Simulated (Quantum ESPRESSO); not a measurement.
CsLiCr2Te2S3:

```
Cs Li Cr Te S
1.0
     6.10792   -0.01886    0.00581
    -2.28822    5.93151    0.00333
    -1.38462   -2.19395    7.56260
Cs Li Cr Te S
1 1 2 2 3
Direct
  0.06348 0.10178 0.99394
  0.57026 0.58143 0.57403
  0.07801 0.50138 0.57990
  0.43162 0.02972 0.53722
  0.54458 0.76732 0.28198
  0.01143 0.65932 0.29902
  0.77800 0.37133 0.70773
  0.39402 0.82508 0.74875
  0.19605 0.23009 0.48646
```

The cell was built by a generator and needn't be a form met in nature.

Base run:

- Program: Quantum ESPRESSO 7.5
- Functional: PBE
- Potentials or basis: SSSP 1.3 efficiency PBE
- Cutoff: 748 eV
- Density cutoff: 5987 eV
- k mesh: 3 × 3 × 2
- Occupations: fermi-dirac, width 0.05 eV
- Spin: collinear spin, ferromagnetic start
- Starting moments: [0.0, 0.0, 3.0, 3.0, 0.0, 0.0, 0.0, 0.0, 0.0] μB
- Hubbard terms: Cr d U = 4 eV

Its results: band gap on the k mesh 0.43 eV, indirect (least direct gap 0.45 eV); pressure 2.5 GPa; net moment 6.00 μB per cell; site moments Cs -0.00; Li -0.00; Cr +2.86, +3.02; Te -0.05, -0.12; S -0.15, -0.19, -0.22 μB; largest force 0.914 eV/Å.

The run is repeated on the same cell with these changes: k mesh from 3 × 3 × 2 to 5 × 5 × 4; hubbard terms from Cr d U = 4 eV to none. What comes out?

Band gap on the k mesh none (metal or under the smearing width); pressure 0.0 GPa; net moment 5.42 μB per cell; site moments Cs +0.00; Li +0.00; Cr +2.23, +2.55; Te -0.05, -0.10; S -0.04, -0.06, -0.08 μB; largest force 0.087 eV/Å.

Several settings changed at once, so the effect can't be laid on one alone.

Caveats: only a ferromagnetic start was run, and an antiferromagnetic order may lie lower in energy; spin-orbit coupling is left out, which moves the levels of the heavy elements (some runs); an odd mesh through Γ misses points on the zone boundary, where band edges often lie (some runs).

Not every run made on this cell is shown here.
